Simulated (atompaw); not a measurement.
# Co: the cost of one run

Method: atompaw 4.2.0.5, PBEsol, scalar-relativistic.

## Step 1: The design

Typed settings, in words:

* element: cobalt (Co, Z = 27)
* type: PAW
* frozen core: [Ar]
* valence charge: 9
* reference configuration: 3d6 4s0 4p0 (charge +3)
* partial waves: 4s (bound, empty): rc 2.10 bohr; 4s channel at -1.7 Ry: rc 2.45 bohr; 4p (bound, empty): rc 2.45 bohr; 4p channel at 0.9 Ry: rc 2.45 bohr; 3d (bound): rc 1.95 bohr; 3d channel at -2.65 Ry: rc 1.95 bohr
* local potential: troulliermartins scheme with l = 3 at -0.5 Ry, radius 2.40 bohr
* core correction: smooth core density matched at 2.30 bohr
* augmentation charge: besselshape compensation charge, radius 2.30 bohr; PAW radius 2.45 bohr; waves and projectors: custom polynom2 7 10 vanderbiltortho

The outer shells as boxes (Hund's rule for the drawing; the calculation is spin-unpolarised):

```
[Ar] core
3d [↑↓][↑ ][↑ ][↑ ][↑ ]
4s [  ]
4p [  ][  ][  ]
```

The nodes and maxima of the atom's own shells, from an earlier all-electron run, set the scale for the radii.

All-electron outer shells of the reference configuration (PBEsol, scalar-relativistic, ld1.x):

```csv
shell,level (eV),outermost node (bohr),outermost maximum (bohr)
3p,-103.59,0.28,0.67
3d,-45.13,–,0.66
4s,-32.12,0.94,1.95
4p,-24.53,1.00,2.23
4f,-8.47,–,4.39
```

## Step 2: Generating the potential

The input, Co.input:

```
Co 27
GGA-PBESOL scalarrelativistic loggrid 1500 logderivrange -5 5 251
4 4 3 0 0 0
4 0 0
4 1 0
3 2 6
0 0 0
c
c
c
v
c
c
v
v
2
2.45 2.30 2.40 2.30
y
-1.7
n
y
0.9
n
y
-2.65
n
custom polynom2 7 10 vanderbiltortho besselshape
3 -0.5 troulliermartins
2.10
2.45
2.45
2.45
1.95
1.95
PWSCFOUT
UPFDX 0.0125d0 UPFXMIN -7.d0 UPFZMESH 27.d0
END
```

The run is started by

```
$ atompaw < Co.input > Co.log
```

**Question.** How long does this run take on 1 thread of Intel Xeon 6975P-C, shared host?

About 1.2 s.
